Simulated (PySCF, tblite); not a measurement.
# C4H11Si radical: geometry, infrared bands and EPR parameters

Aim: predict the infrared bands and EPR parameters of C4H11Si radical (`C[SiH2][C](C)C`).

Programs: tblite 0.8.0 and PySCF 2.14.0, with density-fitted response routines of our own. Each step states its level of theory. These are calculated values for one molecule in the gas phase, unless marked as measured. Atoms are numbered from 0 throughout.

## (1) Starting geometry

16 atoms, charge 0, multiplicity 2; geometry from: force field or distance geometry start.

Bonds of the start (Å): C0–Si1 1.87, Si1–C2 1.83, C2–C3 1.49, C2–C4 1.52, C0–H5 1.11, C0–H6 1.09, C0–H7 1.12, Si1–H8 1.47, Si1–H9 1.48, C3–H10 1.12, C3–H11 1.11, C3–H12 1.14, C4–H13 1.11, C4–H14 1.13, C4–H15 1.12.

## (2) Optimising the geometry with GFN2-xTB

Job settings and geometry (Å):

```
{"job": {"kind": "relax", "xc": "GFN2-xTB", "basis": "xTB"}, "charge": 0, "multiplicity": 2}
C      2.159500    -0.581100     0.476000
Si     0.961000     0.656800    -0.260500
C     -0.762900     0.043900    -0.391200
C     -1.046000    -1.248900     0.289300
C     -1.715700     1.097600     0.153100
H      3.154700    -0.293700     0.078200
H      1.906200    -1.620500     0.252200
H      2.209400    -0.361500     1.574300
H      1.454100     1.037500    -1.594200
H      1.054600     1.864300     0.596000
H     -1.627500    -1.897800    -0.418000
H     -0.107900    -1.755700     0.601600
H     -1.739900    -1.116300     1.179200
H     -2.745900     0.702100     0.294800
H     -1.830600     1.885700    -0.649800
H     -1.330600     1.596600     1.074900
```

Command:

```sh
$ OMP_NUM_THREADS=1 python probes_run.py task.json out
```

The driver reads the jobs from task.json and runs them one after another.

**Question.** This job is followed by: GFN2-xTB harmonic vibrations, gas phase; UKS B3LYP, pcH-1 on C H Si, non-relativistic, mean-field spin-orbit, GIAO. What will the session give for the following? strongest single infrared mode (GFN2-xTB); zero-point energy (GFN2-xTB); g(iso) (B3LYP); ⟨S²⟩; largest a(iso) (averaged by class); potential on the surface of density 0.002 e/bohr³, 1st and 99th percentile.

As calculated:

| quantity | value |
| --- | --- |
| strongest single infrared mode (GFN2-xTB) | 2122 cm⁻¹, 451 km/mol |
| zero-point energy (GFN2-xTB) | 82.5 kcal/mol |
| g(iso) (B3LYP) | 2.00265 |
| ⟨S²⟩ | 0.754 (exact 0.75) |
| largest a(iso) (averaged by class) | 13C on C2, 82.1 MHz |
| potential on the surface of density 0.002 e/bohr³, 1st and 99th percentile | -0.28 V and 0.64 V |

**Reading.** Over 127 steps the energy fell by 0.863 eV; of the close pairs, C4–H14 changed most, 1.131 to 1.086 Å. All 42 modes are real, so the xTB geometry is a minimum. The strongest single mode, at 2122 cm⁻¹, moves mainly H9. Unscaled tight-binding wavenumbers are off by several per cent, some by more. Its intensities can rank the bands wrongly. C2 carries the largest spin population, 0.95 e. The isotropic g lies 0.3 ppt above the free-electron value. These values are for one conformer; the search (at its own cheap level) found 1 more, at 0.66 kcal/mol, and measured spectra average over such forms.
